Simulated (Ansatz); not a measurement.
# BBrClFH2: the cost of one run

Method: RKS r2SCAN/def2-SVP, in Ansatz 0.2.0.

## Step 1: Starting point

Bond lengths: B1–F2 1.670 Å, B1–H3 1.190 Å, B1–Cl4 1.860 Å, B1–Br5 2.340 Å, Br5–H6 1.506 Å. Angles: F2–B1–H3 120.0°, F2–B1–Cl4 120.0°, F2–B1–Br5 71.6°, H3–B1–Cl4 120.0°, H3–B1–Br5 105.6°, Cl4–B1–Br5 92.7°, B1–Br5–H6 58.3°.

Structure file:

```xyz
6

B     0.0000    0.0000    0.0000
F     0.0000    0.0000    1.6700
H     1.0305    0.0000   -0.5950
Cl   -1.6108    0.0000   -0.9300
Br   -0.2997   -2.2003    0.7379
H    -0.1438   -1.0559    1.7044
```

## Step 2: Pulling towards end A

Springs on the bonds that form and break draw the guess towards this end; the thresholds are loose.

Input file input.yaml:

```yaml
crystal:
  periodic: [false, false, false]
  atoms:
    - { symbol: B, position_ang: [0.0, 0.0, 0.0] }
    - { symbol: F, position_ang: [0.0, 0.0, 1.67] }
    - { symbol: H, position_ang: [1.0305, 0.0, -0.595] }
    - { symbol: Cl, position_ang: [-1.6108, 0.0, -0.93] }
    - { symbol: Br, position_ang: [-0.2997, -2.2003, 0.7379] }
    - { symbol: H, position_ang: [-0.1438, -1.0559, 1.7044] }
basis:
  gaussian: { orbitals: def2-SVP }
hamiltonian:
  xc: r2scan
relax:
  f_tol: 0.15
  max_steps: 25
  restrain:
    - { distance: [0, 4], at: 3.24, k: 30.0 }
    - { distance: [5, 1], at: 2.12, k: 30.0 }
    - { distance: [0, 1], at: 1.32, k: 30.0 }
    - { distance: [5, 4], at: 1.55, k: 30.0 }
```

The run is started by

```
ansatz run input.yaml --threads 2 --pin off --max-ram 3072MiB --backend cpu --events-out ev --progress --plain --runs-dir out
```

Q: Estimate wall time and peak memory on 2 threads of Intel Xeon 6975P-C (Granite Rapids), shared host.

About 14 s, with a peak of 0.17 GiB.
